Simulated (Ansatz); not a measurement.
# CaBr (SMILES [Ca][Br]) at 3 levels

We compute a comparison of 3 runs (UCCSDT(Q)/STO-3G, UCCSD/STO-3G, UCCSD(T)/STO-3G) of CaBr. 

The calculation is run with Ansatz 0.2.0.

42 further runs of the same task are left out: 11 that didn't finish, 31 set aside as unsound or not needed.

## Step 1: The structure to begin with

The species is CaBr (2 atoms), meant as a doublet with charge 0. SMILES: `[Ca][Br]`. The Br2–Ca1 distance was set to 5.191 Å, away from the relaxed value.

## Step 2: The energy at UCCSDT(Q)/STO-3G (run 1)

run.yaml

```yaml
crystal:
  periodic: [false, false, false]
  atoms:
    - {symbol: Ca, position_ang: [0.000000, -0.000000, -2.576960]}
    - {symbol: Br, position_ang: [-0.000000, 0.000000, 2.614140]}
basis:
  gaussian:
    orbitals: STO-3G
magnetization:
  spin_polarized: true
  initial_magnetization: 1
correlation:
  method: ccsdt_q
  frozen_orbitals: {Br: 9, Ca: 5}
accuracy: high
scf:
  omitted_lower_state_checks: [cluster_reference, increment]
```

Launch:

```
$ ansatz run run.yaml --threads 1 --pin off --max-ram 3480MiB --events-out events.jsonl --progress --plain --runs-dir runs
```

Standard output, cut to the lines that bear on the results:

```text
Warning: RAYON_NUM_THREADS=1 ignored (pool sized by the plan → 1); use --threads N
Functional definition: HF
  name "HF"
[...]
454 factors; integrals over basis functions are off by at most 4.3e-9 eV
[...]
mean field -87474.42363885 eV, -3214.6257764338 hartree, gradient 9.8e-9 eV, S^2 0.750108; 12 other end points of the search recorded, 0 dependent functions left out
14 core orbitals not correlated: weight in the atoms' cores, before any rotation towards them, 1.000 or more for the frozen orbitals, at most 0.000 for the correlated occupied ones
reference -87474.42363885 eV, -3214.6257764338 hartree; 14, 13 occupied and 3, 4 virtual orbitals, 454 factors
second order -0.54159872 eV of doubles, -0.00000000 eV of singles
cycle   1  -0.74408908 eV  change   -2.0e-1 eV  update   6.9e-2
[...]
cycle  30  -0.89617706 eV  change  -8.2e-12 eV  update   2.9e-9
perturbative correction -0.00041944 eV, -0.0000154140 hartree
Total energy: -87475.32023534 eV, -3214.6587257473 hartree
Checks for a lower state left out: cluster_reference, increment
```

Run time: 9.3 s. Hardware: 1 thread of Arm Neoverse V2, shared host; peak memory 0.37 GiB.

## Step 3: A single-point energy at UCCSD/STO-3G (run 2)

molecule.yaml

```yaml
crystal:
  periodic: [false, false, false]
  atoms:
    - {symbol: Ca, position_ang: [0.000000, -0.000000, -2.576960]}
    - {symbol: Br, position_ang: [-0.000000, 0.000000, 2.614140]}
basis:
  gaussian: {orbitals: STO-3G}
magnetization: {spin_polarized: true, initial_magnetization: 1}
correlation: {method: ccsd, frozen_orbitals: {Br: 9, Ca: 5}}
accuracy: high
scf: {omitted_lower_state_checks: [cluster_reference, increment]}
```

Launch:

```
$ ansatz run molecule.yaml --threads 1 --pin off --max-ram 3480MiB --events-out events.jsonl --progress --plain --runs-dir runs
```

Standard output, cut to the lines that bear on the results:

```text
Warning: RAYON_NUM_THREADS=1 ignored (pool sized by the plan → 1); use --threads N
[... 2 set-up lines as earlier in the session ...]
[...]
454 factors; integrals over basis functions are off by at most 4.3e-9 eV
[...]
mean field -87474.42363885 eV, -3214.6257764338 hartree, gradient 9.8e-9 eV, S^2 0.750108; 12 other end points of the search recorded, 0 dependent functions left out
14 core orbitals not correlated: weight in the atoms' cores, before any rotation towards them, 1.000 or more for the frozen orbitals, at most 0.000 for the correlated occupied ones
reference -87474.42363885 eV, -3214.6257764338 hartree; 14, 13 occupied and 3, 4 virtual orbitals, 454 factors
second order -0.54159872 eV of doubles, -0.00000000 eV of singles
cycle   1  -0.74408909 eV  change   -2.0e-1 eV  update   6.9e-2
[...]
cycle  24  -0.89127110 eV  change    1.1e-9 eV  update  5.3e-10
Total energy: -87475.31490996 eV, -3214.6585300428 hartree
Checks for a lower state left out: cluster_reference, increment
```

Run time: 2.9 s. Hardware: 1 thread of Arm Neoverse V2, shared host; peak memory 0.12 GiB.

## Step 4: The energy at UCCSD(T)/STO-3G (run 3)

in.yaml

```yaml
crystal:
  periodic: [false, false, false]
  atoms:
    - {symbol: Ca, position_ang: [0.000000, -0.000000, -2.576960]}
    - {symbol: Br, position_ang: [-0.000000, 0.000000, 2.614140]}
basis:
  gaussian: {orbitals: STO-3G}
magnetization: {spin_polarized: true, initial_magnetization: 1}
correlation: {method: ccsd_t, frozen_orbitals: {Br: 9, Ca: 5}}
scf: {omitted_lower_state_checks: [cluster_reference, increment]}
accuracy: high
```

Launch:

```
$ ansatz run in.yaml --threads 1 --pin off --max-ram 3480MiB --events-out events.jsonl --progress --plain --runs-dir runs
```

Standard output, cut to the lines that bear on the results:

```text
Warning: RAYON_NUM_THREADS=1 ignored (pool sized by the plan → 1); use --threads N
[... 2 set-up lines as earlier in the session ...]
[...]
454 factors; integrals over basis functions are off by at most 4.3e-9 eV
[...]
mean field -87474.42363885 eV, -3214.6257764338 hartree, gradient 9.8e-9 eV, S^2 0.750108; 12 other end points of the search recorded, 0 dependent functions left out
14 core orbitals not correlated: weight in the atoms' cores, before any rotation towards them, 1.000 or more for the frozen orbitals, at most 0.000 for the correlated occupied ones
reference -87474.42363885 eV, -3214.6257764338 hartree; 14, 13 occupied and 3, 4 virtual orbitals, 454 factors
second order -0.54159872 eV of doubles, -0.00000000 eV of singles
cycle   1  -0.74408909 eV  change   -2.0e-1 eV  update   6.9e-2
[...]
cycle  24  -0.89127110 eV  change    1.1e-9 eV  update  5.3e-10
perturbative correction -0.00486137 eV, -0.0001786520 hartree
Total energy: -87475.31977132 eV, -3214.6587086948 hartree
Checks for a lower state left out: cluster_reference, increment
```

Wall time 2.9 s (1 thread of Arm Neoverse V2, shared host); peak memory 0.12 GiB.

## Step 5: All runs side by side

| run | level | energy (Eh) | correlation energy (mEh) | ⟨S²⟩ | T1 diagnostic | wall time |
| --- | --- | --- | --- | --- | --- | --- |
| 1 | UCCSDT(Q)/STO-3G | -3214.658726 | -32.9 | 0.750 | 0.001 | 9.3 s |
| 2 | UCCSD/STO-3G | -3214.658530 | -32.8 | 0.750 | 0.001 | 2.9 s |
| 3 | UCCSD(T)/STO-3G | -3214.658709 | -32.9 | 0.750 | 0.001 | 2.9 s |

## Step 6: Summary of results

| quantity | value |
| --- | --- |
| run 3: total energy | -3214.65871 Eh |
| run 3: correlation energy (14 core orbitals frozen) | -32.9 mEh |
| run 3: (T) correction | -0.18 mEh |
| run 3: ⟨S²⟩ of the reference determinant | 0.750 |
| run 3: T1 diagnostic | 0.001 |

What this shows: In runs 1, 2, 3 the basis is minimal, so the values are rough. All runs together took 15 s, the longest 9.3 s.
